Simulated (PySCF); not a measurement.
# Cu: excitation energy in x2c-QZVPPall

Aim: the excitation energy of copper from differences of total energies, at each level of theory, and how far each lands from the tabulated value where there is one.

Method: unrestricted determinants in a Gaussian basis, no spin-orbit coupling in the energies. Code: PySCF 2.14.0.

## 1. Starting point

```
Element                                   : copper (Z = 29)
Basis                                     : x2c-QZVPPall (11s7p6d4f2g, 108 functions)
Hamiltonian                               : the spin-free X2C one-electron Hamiltonian (Gaussian nucleus)
State 1                                   : Cu: [Ar] 3d9 4s2, 2D determinant (an excited configuration)
Needed too, but not shown                 : Cu [Ar] 3d10 4s1 (2S)
Methods                                   : UHF, LDA, PBE, PBE0, r2SCAN, wB97X, B2PLYP, TPSS, MP2
Core shells frozen in the correlated runs : valence: [Ar]; valence and next inner shell: [Ne] (for Cu)
```

The outer shells:

Cu [Ar] 3d9 4s2
```
[Ar] core
3d [↑↓][↑↓][↑↓][↑↓][↑ ]
4s [↑↓]
```

The runs were made by one driver on top of PySCF. The scripts below sum up each run's settings (the driver also hands on starting orbitals that pick excited configurations, and frozen orbitals as a list rather than a count), and the logs come from the driver's own runs. The driver starts from symmetry-adapted Hartree-Fock orbitals, holds the occupation by maximum overlap and uses a logarithmic radial grid for functionals, so a plain start would take other cycles.

The integrals over 108 functions and the set-up took 2.4 s of CPU time.

## 2. Cu [Ar] 3d9 4s2

UHF:

input.py reads:

```python
from pyscf import gto, scf, dft, mp, cc
import basis_set_exchange as bse
mol = gto.M(atom="Cu 0 0 0", charge=0, spin=1, symmetry="D2h",
            basis=gto.basis.parse(bse.get_basis("x2c-QZVPPall", elements=["Cu"], fmt="nwchem")),
            nucmod="G")
mf = scf.UHF(mol).sfx2c1e()
mf.irrep_nelec = {'Ag': (6, 5), 'B1g': (1, 1), 'B2g': (1, 1), 'B3g': (1, 1), 'B1u': (2, 2), 'B2u': (2, 2), 'B3u': (2, 2)}
mf.kernel()
```

What it wrote:

```text
damping factor = 0
level_shift factor = 0
DIIS = <class 'pyscf.scf.diis.CDIIS'>
diis_start_cycle = 1
diis_space = 10
diis_damp = 0
SCF conv_tol = 1e-09
SCF conv_tol_grad = None
number electrons alpha = 15  beta = 14
cycle= 1 E= -1653.19934457106  delta_E= -0.00536  |g|= 0.0279  |ddm|= 0.0279
cycle= 2 E= -1653.19943238969  delta_E= -8.78e-05  |g|= 0.00434  |ddm|= 0.00454
cycle= 3 E= -1653.19943593252  delta_E= -3.54e-06  |g|= 0.00151  |ddm|= 0.00195
cycle= 4 E= -1653.19943631449  delta_E= -3.82e-07  |g|= 0.000449  |ddm|= 0.000527
cycle= 5 E= -1653.19943642112  delta_E= -1.07e-07  |g|= 0.000106  |ddm|= 0.000429
cycle= 6 E= -1653.19943643192  delta_E= -1.08e-08  |g|= 1.84e-05  |ddm|= 0.000188
cycle= 7 E= -1653.19943643229  delta_E= -3.67e-10  |g|= 5e-06  |ddm|= 4.41e-05
converged SCF energy = -1653.19943643229  <S^2> = 0.75203857  2S+1 = 2.0020375
```

CPU time 4.7 s on a shared host, the integrals not counted.

Orbital energies by shell (radii are means over both spins):

```csv
shell,electrons,mean orbital energy (eV),spread (eV),rms radius (bohr)
1s α,1,-9053.9,0,0.0601
1s β,1,-9053.9,0,0.0601
2s α,1,-1141.1,0,0.254
2s β,1,-1140.0,0,0.254
2p α,3,-981.62,1.146,0.228
2p β,3,-980.54,0.057,0.228
3s α,1,-148.32,0,0.761
3s β,1,-145.42,0,0.761
3p α,3,-99.350,2.350,0.811
3p β,3,-95.901,1.659,0.811
3d α,5,-20.425,2.838,1.06
3d β,4,-18.758,2.208,1.06
4s α,1,-8.008,0,3.18
4s β,1,-7.785,0,3.18
```

⟨S²⟩ = 0.752, ⟨L²⟩ = 6.02.

Spin-orbit constants on these orbitals (cm⁻¹; bare nucleus, screened nucleus, mean field): 3d 1408, 922.8, n/a. To first order in LS coupling the lowest level has J = 5/2 and lies 0.114 eV below the centre of the term.

LDA:

Changes to input.py:

```diff
@@ -5,3 +5,3 @@
             nucmod="G")
-mf = scf.UHF(mol).sfx2c1e()
+mf = dft.UKS(mol, xc="LDA,VWN").sfx2c1e()
 mf.irrep_nelec = {'Ag': (6, 5), 'B1g': (1, 1), 'B2g': (1, 1), 'B3g': (1, 1), 'B1u': (2, 2), 'B2u': (2, 2), 'B3u': (2, 2)}
```

What it wrote:

```text
damping factor = 0
level_shift factor = 0
DIIS = <class 'pyscf.scf.diis.CDIIS'>
diis_start_cycle = 1
diis_space = 10
diis_damp = 0
SCF conv_tol = 1e-09
SCF conv_tol_grad = None
number electrons alpha = 15  beta = 14
XC functionals = LDA,VWN
    P. A. M. Dirac.,  Math. Proc. Cambridge Philos. Soc. 26, 376 (1930)
    F. Bloch.,  Z. Phys. 57, 545 (1929)
    S. H. Vosko, L. Wilk, and M. Nusair.,  Can. J. Phys. 58, 1200 (1980)
cycle= 1 E= -1651.86871740936  delta_E= -0.0253  |g|= 0.388  |ddm|= 0.39
cycle= 2 E= -1651.77703301311  delta_E= 0.0917  |g|= 0.908  |ddm|= 0.407
cycle= 3 E= -1651.89269807564  delta_E= -0.116  |g|= 0.0532  |ddm|= 0.268
cycle= 4 E= -1651.89322566218  delta_E= -0.000528  |g|= 0.00533  |ddm|= 0.0309
cycle= 5 E= -1651.89323143728  delta_E= -5.78e-06  |g|= 0.000325  |ddm|= 0.00429
cycle= 6 E= -1651.8932314665  delta_E= -2.92e-08  |g|= 3.5e-05  |ddm|= 0.000396
cycle= 7 E= -1651.89323146672  delta_E= -2.18e-10  |g|= 9.05e-07  |ddm|= 1.87e-05
converged SCF energy = -1651.89323146672  <S^2> = 0.75085412  2S+1 = 2.0008539
```

It used 2.1 s of CPU time after the integrals (shared host).

PBE:

Changes to input.py:

```diff
@@ -5,3 +5,3 @@
             nucmod="G")
-mf = dft.UKS(mol, xc="LDA,VWN").sfx2c1e()
+mf = dft.UKS(mol, xc="PBE").sfx2c1e()
 mf.irrep_nelec = {'Ag': (6, 5), 'B1g': (1, 1), 'B2g': (1, 1), 'B3g': (1, 1), 'B1u': (2, 2), 'B2u': (2, 2), 'B3u': (2, 2)}
```

What it wrote:

```text
damping factor = 0
level_shift factor = 0
DIIS = <class 'pyscf.scf.diis.CDIIS'>
diis_start_cycle = 1
diis_space = 10
diis_damp = 0
SCF conv_tol = 1e-09
SCF conv_tol_grad = None
number electrons alpha = 15  beta = 14
XC functionals = PBE
    J. P. Perdew, K. Burke, and M. Ernzerhof.,  Phys. Rev. Lett. 77, 3865 (1996)
    J. P. Perdew, K. Burke, and M. Ernzerhof.,  Phys. Rev. Lett. 78, 1396 (1997)
    J. P. Perdew, K. Burke, and M. Ernzerhof.,  Phys. Rev. Lett. 77, 3865 (1996)
    J. P. Perdew, K. Burke, and M. Ernzerhof.,  Phys. Rev. Lett. 78, 1396 (1997)
cycle= 1 E= -1654.50572659874  delta_E= -0.0175  |g|= 0.344  |ddm|= 0.339
cycle= 2 E= -1654.43204068711  delta_E= 0.0737  |g|= 0.808  |ddm|= 0.386
cycle= 3 E= -1654.52517729117  delta_E= -0.0931  |g|= 0.0505  |ddm|= 0.238
cycle= 4 E= -1654.52565942604  delta_E= -0.000482  |g|= 0.00323  |ddm|= 0.0278
cycle= 5 E= -1654.52566180642  delta_E= -2.38e-06  |g|= 0.000378  |ddm|= 0.00324
cycle= 6 E= -1654.52566184422  delta_E= -3.78e-08  |g|= 1.29e-05  |ddm|= 0.000362
cycle= 7 E= -1654.52566184426  delta_E= -4.05e-11  |g|= 9.33e-07  |ddm|= 1.11e-05
converged SCF energy = -1654.52566184426  <S^2> = 0.7509456  2S+1 = 2.0009454
```

It used 3.5 s of CPU time after the integrals (shared host).

PBE0:

Changes to input.py:

```diff
@@ -5,3 +5,3 @@
             nucmod="G")
-mf = dft.UKS(mol, xc="PBE").sfx2c1e()
+mf = dft.UKS(mol, xc="PBE0").sfx2c1e()
 mf.irrep_nelec = {'Ag': (6, 5), 'B1g': (1, 1), 'B2g': (1, 1), 'B3g': (1, 1), 'B1u': (2, 2), 'B2u': (2, 2), 'B3u': (2, 2)}
```

What it wrote:

```text
damping factor = 0
level_shift factor = 0
DIIS = <class 'pyscf.scf.diis.CDIIS'>
diis_start_cycle = 1
diis_space = 10
diis_damp = 0
SCF conv_tol = 1e-09
SCF conv_tol_grad = None
number electrons alpha = 15  beta = 14
XC functionals = PBE0
    C. Adamo and V. Barone.,  J. Chem. Phys. 110, 6158 (1999)
    M. Ernzerhof and G. E. Scuseria.,  J. Chem. Phys. 110, 5029 (1999)
cycle= 1 E= -1654.51424840069  delta_E= -0.0173  |g|= 0.162  |ddm|= 0.225
cycle= 2 E= -1654.50551739454  delta_E= 0.00873  |g|= 0.305  |ddm|= 0.184
cycle= 3 E= -1654.5183989927  delta_E= -0.0129  |g|= 0.0103  |ddm|= 0.0845
cycle= 4 E= -1654.51842069752  delta_E= -2.17e-05  |g|= 0.00225  |ddm|= 0.0045
cycle= 5 E= -1654.51842151229  delta_E= -8.15e-07  |g|= 8.31e-05  |ddm|= 0.00173
cycle= 6 E= -1654.51842151463  delta_E= -2.34e-09  |g|= 1.11e-05  |ddm|= 5.52e-05
cycle= 7 E= -1654.51842151471  delta_E= -7.87e-11  |g|= 3.06e-06  |ddm|= 1.55e-05
converged SCF energy = -1654.51842151471  <S^2> = 0.75109171  2S+1 = 2.0010914
```

CPU time 3.6 s on a shared host, the integrals not counted.

r2SCAN:

Changes to input.py:

```diff
@@ -5,3 +5,3 @@
             nucmod="G")
-mf = dft.UKS(mol, xc="PBE0").sfx2c1e()
+mf = dft.UKS(mol, xc="R2SCAN").sfx2c1e()
 mf.irrep_nelec = {'Ag': (6, 5), 'B1g': (1, 1), 'B2g': (1, 1), 'B3g': (1, 1), 'B1u': (2, 2), 'B2u': (2, 2), 'B3u': (2, 2)}
```

What it wrote:

```text
damping factor = 0
level_shift factor = 0
DIIS = <class 'pyscf.scf.diis.CDIIS'>
diis_start_cycle = 1
diis_space = 10
diis_damp = 0
SCF conv_tol = 1e-09
SCF conv_tol_grad = None
number electrons alpha = 15  beta = 14
XC functionals = R2SCAN
    J. W. Furness, A. D. Kaplan, J. Ning, J. P. Perdew, and J. Sun.,  J. Phys. Chem. Lett. 11, 8208-8215 (2020)
    J. W. Furness, A. D. Kaplan, J. Ning, J. P. Perdew, and J. Sun.,  J. Phys. Chem. Lett. 11, 9248-9248 (2020)
    J. W. Furness, A. D. Kaplan, J. Ning, J. P. Perdew, and J. Sun.,  J. Phys. Chem. Lett. 11, 8208-8215 (2020)
    J. W. Furness, A. D. Kaplan, J. Ning, J. P. Perdew, and J. Sun.,  J. Phys. Chem. Lett. 11, 9248-9248 (2020)
cycle= 1 E= -1654.72239255586  delta_E= -0.0172  |g|= 0.239  |ddm|= 0.266
cycle= 2 E= -1654.69172097693  delta_E= 0.0307  |g|= 0.528  |ddm|= 0.271
cycle= 3 E= -1654.73198568854  delta_E= -0.0403  |g|= 0.0275  |ddm|= 0.149
cycle= 4 E= -1654.7321364633  delta_E= -0.000151  |g|= 0.00312  |ddm|= 0.0163
cycle= 5 E= -1654.73213818006  delta_E= -1.72e-06  |g|= 0.000138  |ddm|= 0.00175
cycle= 6 E= -1654.73213818805  delta_E= -7.99e-09  |g|= 1.46e-05  |ddm|= 0.000472
cycle= 7 E= -1654.73213818854  delta_E= -4.85e-10  |g|= 2.24e-06  |ddm|= 0.000185
converged SCF energy = -1654.73213818854  <S^2> = 0.75158891  2S+1 = 2.0015883
```

It used 6.3 s of CPU time after the integrals (shared host).

wB97X:

Changes to input.py:

```diff
@@ -5,3 +5,3 @@
             nucmod="G")
-mf = dft.UKS(mol, xc="R2SCAN").sfx2c1e()
+mf = dft.UKS(mol, xc="WB97X").sfx2c1e()
 mf.irrep_nelec = {'Ag': (6, 5), 'B1g': (1, 1), 'B2g': (1, 1), 'B3g': (1, 1), 'B1u': (2, 2), 'B2u': (2, 2), 'B3u': (2, 2)}
```

What it wrote:

```text
damping factor = 0
level_shift factor = 0
DIIS = <class 'pyscf.scf.diis.CDIIS'>
diis_start_cycle = 1
diis_space = 10
diis_damp = 0
SCF conv_tol = 1e-09
SCF conv_tol_grad = None
number electrons alpha = 15  beta = 14
XC functionals = WB97X
    J.-D. Chai and M. Head-Gordon.,  J. Chem. Phys. 128, 084106 (2008)
cycle= 1 E= -1654.81110065706  delta_E= -0.0217  |g|= 0.142  |ddm|= 0.173
cycle= 2 E= -1654.80830017014  delta_E= 0.0028  |g|= 0.221  |ddm|= 0.153
cycle= 3 E= -1654.81462908302  delta_E= -0.00633  |g|= 0.00572  |ddm|= 0.0531
cycle= 4 E= -1654.81467454436  delta_E= -4.55e-05  |g|= 0.00412  |ddm|= 0.0163
cycle= 5 E= -1654.81468344445  delta_E= -8.9e-06  |g|= 0.000171  |ddm|= 0.0101
cycle= 6 E= -1654.81468353457  delta_E= -9.01e-08  |g|= 5.06e-05  |ddm|= 0.00175
cycle= 7 E= -1654.8146835378  delta_E= -3.22e-09  |g|= 3.55e-06  |ddm|= 0.000491
cycle= 8 E= -1654.81468353782  delta_E= -2.32e-11  |g|= 4.13e-07  |ddm|= 5.37e-05
converged SCF energy = -1654.81468353782  <S^2> = 0.75083802  2S+1 = 2.0008378
```

CPU time 6.8 s on a shared host, the integrals not counted.

B2PLYP:

Changes to input.py:

```diff
@@ -5,3 +5,3 @@
             nucmod="G")
-mf = dft.UKS(mol, xc="WB97X").sfx2c1e()
+mf = dft.UKS(mol, xc="0.53*HF + 0.47*B88, 0.73*LYP").sfx2c1e()
 mf.irrep_nelec = {'Ag': (6, 5), 'B1g': (1, 1), 'B2g': (1, 1), 'B3g': (1, 1), 'B1u': (2, 2), 'B2u': (2, 2), 'B3u': (2, 2)}
```

What it wrote:

```text
damping factor = 0
level_shift factor = 0
DIIS = <class 'pyscf.scf.diis.CDIIS'>
diis_start_cycle = 1
diis_space = 10
diis_damp = 0
SCF conv_tol = 1e-09
SCF conv_tol_grad = None
number electrons alpha = 15  beta = 14
XC functionals = 0.53*HF + 0.47*B88, 0.73*LYP
    A. D. Becke.,  Phys. Rev. A 38, 3098 (1988)
    C. Lee, W. Yang, and R. G. Parr.,  Phys. Rev. B 37, 785 (1988)
    B. Miehlich, A. Savin, H. Stoll, and H. Preuss.,  Chem. Phys. Lett. 157, 200 (1989)
cycle= 1 E= -1654.33724828115  delta_E= -0.011  |g|= 0.0793  |ddm|= 0.149
cycle= 2 E= -1654.33650274861  delta_E= 0.000746  |g|= 0.115  |ddm|= 0.0876
cycle= 3 E= -1654.33825600354  delta_E= -0.00175  |g|= 0.00239  |ddm|= 0.03
cycle= 4 E= -1654.33825850544  delta_E= -2.5e-06  |g|= 0.00168  |ddm|= 0.00308
cycle= 5 E= -1654.33825901473  delta_E= -5.09e-07  |g|= 8.16e-05  |ddm|= 0.0014
cycle= 6 E= -1654.33825901941  delta_E= -4.67e-09  |g|= 1.84e-05  |ddm|= 0.000142
cycle= 7 E= -1654.33825901961  delta_E= -2.04e-10  |g|= 4.45e-06  |ddm|= 2.44e-05
converged SCF energy = -1654.33825901961  <S^2> = 0.75130601  2S+1 = 2.0013056
```

It used 4.6 s of CPU time after the integrals (shared host).

Script and log cover the SCF part. The PT2 part, added by the driver, -0.52529 hartree before scaling by 0.27, brings the total to -1654.480086 hartree.

TPSS:

Changes to input.py:

```diff
@@ -5,3 +5,3 @@
             nucmod="G")
-mf = dft.UKS(mol, xc="0.53*HF + 0.47*B88, 0.73*LYP").sfx2c1e()
+mf = dft.UKS(mol, xc="TPSS").sfx2c1e()
 mf.irrep_nelec = {'Ag': (6, 5), 'B1g': (1, 1), 'B2g': (1, 1), 'B3g': (1, 1), 'B1u': (2, 2), 'B2u': (2, 2), 'B3u': (2, 2)}
```

What it wrote:

```text
damping factor = 0
level_shift factor = 0
DIIS = <class 'pyscf.scf.diis.CDIIS'>
diis_start_cycle = 1
diis_space = 10
diis_damp = 0
SCF conv_tol = 1e-09
SCF conv_tol_grad = None
number electrons alpha = 15  beta = 14
XC functionals = TPSS
    J. Tao, J. P. Perdew, V. N. Staroverov, and G. E. Scuseria.,  Phys. Rev. Lett. 91, 146401 (2003)
    J. P. Perdew, J. Tao, V. N. Staroverov, and G. E. Scuseria.,  J. Chem. Phys. 120, 6898 (2004)
    J. Tao, J. P. Perdew, V. N. Staroverov, and G. E. Scuseria.,  Phys. Rev. Lett. 91, 146401 (2003)
    J. P. Perdew, J. Tao, V. N. Staroverov, and G. E. Scuseria.,  J. Chem. Phys. 120, 6898 (2004)
cycle= 1 E= -1654.76211649174  delta_E= -0.0134  |g|= 0.35  |ddm|= 0.313
cycle= 2 E= -1654.68988923531  delta_E= 0.0722  |g|= 0.803  |ddm|= 0.42
cycle= 3 E= -1654.78201886792  delta_E= -0.0921  |g|= 0.0453  |ddm|= 0.237
cycle= 4 E= -1654.78241882617  delta_E= -0.0004  |g|= 0.00435  |ddm|= 0.0245
cycle= 5 E= -1654.78242255746  delta_E= -3.73e-06  |g|= 0.000299  |ddm|= 0.00364
cycle= 6 E= -1654.78242258197  delta_E= -2.45e-08  |g|= 1.05e-05  |ddm|= 0.000236
cycle= 7 E= -1654.78242258203  delta_E= -5.57e-11  |g|= 1.24e-06  |ddm|= 2.47e-05
converged SCF energy = -1654.78242258203  <S^2> = 0.75103544  2S+1 = 2.0010352
```

CPU time 6.3 s on a shared host, the integrals not counted.

MP2 (valence):

Changes to input.py:

```diff
@@ -5,4 +5,5 @@
             nucmod="G")
-mf = dft.UKS(mol, xc="TPSS").sfx2c1e()
+mf = scf.UHF(mol).sfx2c1e()
 mf.irrep_nelec = {'Ag': (6, 5), 'B1g': (1, 1), 'B2g': (1, 1), 'B3g': (1, 1), 'B1u': (2, 2), 'B2u': (2, 2), 'B3u': (2, 2)}
 mf.kernel()
+mp.UMP2(mf, frozen=9).kernel()
```

No log was kept for this step.

It used 1 s of CPU time after the integrals (shared host).

With 11 electrons correlated, the MP2 correlation energy is -0.44429 hartree (-0.15538 same spin, -0.28890 opposite spin); the SCS form gives -0.39848. Largest pairs of shells: 3d-3d -0.3702, 3d-4s -0.0503, 4s-4s -0.0237.

## 3. Cu [Ar] 3d9 4s2, continued

MP2 (valence and next inner shell):

input.py, as its differences from that of step 2:

```diff
@@ -8,2 +8,2 @@
 mf.kernel()
-mp.UMP2(mf, frozen=9).kernel()
+mp.UMP2(mf, frozen=5).kernel()
```

This step left no log, only its results.

CPU time 1.4 s on a shared host, the integrals not counted.

With 19 electrons correlated, the MP2 correlation energy is -0.80253 hartree (-0.26160 same spin, -0.54093 opposite spin); the SCS form gives -0.73632. Largest pairs of shells: 3d-3d -0.3702, 3p-3d -0.2170, 3s-3d -0.0525, 3d-4s -0.0503, 3p-3p -0.0503.

Radial density 4πr²ρ of Cu at UHF:

```csv
r (bohr),density,spin density
0.000988,0.291,0.000
0.00166,0.734,0.000
0.00280,1.81,0.000
0.00470,4.30,0.000
0.00791,9.53,0.000
0.0133,18.7,0.000
0.0224,30.2,0.000
0.0376,35.3,0.000
0.0633,29.3,0.000
0.106,31.8,0.015
0.179,39.8,0.124
0.301,21.1,0.531
0.507,21.2,1.113
0.852,16.5,0.907
1.43,4.00,0.264
2.41,1.12,0.024
4.06,0.317,-0.007
6.82,0.0196,-0.001
11.5,9.67e-05,0.000
```

## 4. Differences of total energies

Excitation energy: Cu [Ar] 3d10 4s1 (2S) → Cu [Ar] 3d9 4s2 (2D).

```csv
method,value (eV),error (eV)
UHF,-0.234,-1.724
LDA,2.113,+0.623
PBE,1.841,+0.351
PBE0,1.395,-0.095
r2SCAN,1.481,-0.009
wB97X,1.283,-0.207
B2PLYP,1.563,+0.073
TPSS,1.747,+0.257
MP2 (valence),2.271,+0.780
SCS-MP2 (valence),1.779,+0.289
MP2 (valence and next inner shell),2.781,+1.290
SCS-MP2 (valence and next inner shell),2.189,+0.699
```

Reference: 1.490 eV (measured; NIST levels, between the centres of gravity of the two terms). Errors of the correlated levels include the incompleteness of this basis.

The differences also use runs on Cu [Ar] 3d10 4s1 (2S), which are not shown here.

## 5. Outcome

| quantity | value |
| --- | --- |
| excitation energy, Cu → [Ar] 3d9 4s2 | UHF -0.234, MP2 (valence and next inner shell) 2.781 eV; reference 1.490 |

Accuracy by level (over 1 difference):

```csv
method,mean absolute miss against the measured value (with the measured fine structure taken into account where it is known) (eV)
UHF,1.724
LDA,0.623
PBE,0.351
PBE0,0.095
r2SCAN,0.009
wB97X,0.207
B2PLYP,0.073
TPSS,0.257
MP2 (valence),0.780
SCS-MP2 (valence),0.289
MP2 (valence and next inner shell),1.290
SCS-MP2 (valence and next inner shell),0.699
```

**Reading.** r2SCAN lands nearest to the measured value (off by 0.01 eV); UHF misses by most (1.72 eV). PBE is off by +0.35 eV. All values hold for this basis alone; no basis-set limit was taken.
